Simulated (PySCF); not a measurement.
# Ge2H7N ((H3Ge)2NH): the cost of one run

Method: levels as typed in each script, gas phase, geometry from GFN2-xTB; program: PySCF 2.14.0.

## 1. Starting geometry

10 atoms, charge 0, spin multiplicity 1.

Bond lengths: Ge1–H2 1.497 Å, Ge1–H3 1.492 Å, Ge1–H4 1.505 Å, Ge1–N5 1.819 Å, N5–Ge6 1.820 Å, N5–H10 1.010 Å, Ge6–H7 1.498 Å, Ge6–H8 1.492 Å, Ge6–H9 1.505 Å. Angles: H2–Ge1–H3 111.8°, H2–Ge1–H4 109.4°, H2–Ge1–N5 106.5°, H3–Ge1–H4 109.1°, H3–Ge1–N5 106.7°, H4–Ge1–N5 113.4°, Ge1–N5–Ge6 124.2°, Ge1–N5–H10 114.0°, Ge6–N5–H10 114.1°, N5–Ge6–H7 106.5°, N5–Ge6–H8 106.6°, N5–Ge6–H9 113.5°, H7–Ge6–H8 111.7°, H7–Ge6–H9 109.6°, H8–Ge6–H9 109.0°.

Geometry (Å):

| atom | x (Å) | y (Å) | z (Å) |
| --- | --- | --- | --- |
| Ge1 | 1.6078 | -0.0819 | -0.0036 |
| H2 | 2.6466 | 0.9444 | 0.3243 |
| H3 | 1.5716 | -1.1762 | 1.0101 |
| H4 | 1.8979 | -0.6738 | -1.3567 |
| N5 | 0.0003 | 0.7653 | 0.0848 |
| Ge6 | -1.6079 | -0.0818 | -0.0037 |
| H7 | -2.6530 | 0.9647 | 0.2357 |
| H8 | -1.6046 | -1.1154 | 1.0727 |
| H9 | -1.8607 | -0.7527 | -1.3271 |
| H10 | 0.0020 | 1.6916 | -0.3169 |

## 2. Excited states (CAM-B3LYP/def2-svpd)

Contents of input.py:

```python
import numpy as np
from pyscf import gto, scf, dft, tdscf
from pyscf.scf import atom_ks, atom_hf
from scipy.linalg import block_diag

def solve(mol, dm0=None, hcore=None):
    mf = (dft.UKS if mol.spin else dft.RKS)(mol, xc='camb3lyp')
    mf.grids.level = 3
    mf = mf.density_fit(auxbasis='def2-universal-jkfit')
    mf.conv_tol, mf.max_cycle = 1e-8, 80
    if hcore is not None:
        mf.get_hcore = lambda *args: hcore
    mf.kernel(dm0)
    if not mf.converged:
        mf = mf.newton().run(mf.mo_coeff, mf.mo_occ, max_cycle=30)
    assert mf.converged, 'SCF not converged'
    return mf

mol = gto.M(atom='''
Ge     1.60784    -0.08195    -0.00362
H      2.64656     0.94440     0.32433
H      1.57163    -1.17624     1.01006
H      1.89786    -0.67379    -1.35672
N      0.00034     0.76532     0.08483
Ge    -1.60791    -0.08179    -0.00375
H     -2.65303     0.96472     0.23573
H     -1.60458    -1.11536     1.07265
H     -1.86072    -0.75274    -1.32710
H      0.00199     1.69157    -0.31691
''', basis='def2-svpd', charge=0, spin=0, verbose=4)
mf = solve(mol)
td = mf.TDA()
td.nstates, td.singlet, td.conv_tol = 6, True, 1e-5
td.kernel()
td.analyze()
x, y = np.array([p[0] for p in td.xy]), np.array([p[1] + 0 * p[0] for p in td.xy])
f, mu = td.oscillator_strength(), td.transition_dipole()
nto = [td.get_nto(state=i + 1, verbose=4) for i in range(len(td.e))]
# spherically averaged free atoms, for the promolecule
atm = atom_ks.get_atm_nrks(mol, xc='camb3lyp')
pro = block_diag(*[(atm[a[0]][2] * atm[a[0]][3]) @ atm[a[0]][2].T for a in mol._atom])
np.savez('result.npz', e=td.e, f=f, ok=td.converged, w=[n[0] for n in nto], nto=[n[1] for n in nto], x=x, y=y, c=mf.mo_coeff, occ=mf.mo_occ, eps=mf.mo_energy, pro=pro, mu=mu)
```

Launch:

```bash
$ OMP_NUM_THREADS=1 python input.py
```

What time and memory should one allow on 1 thread of Arm Neoverse V1, shared host?

About 10 min, with a peak of 0.82 GiB.
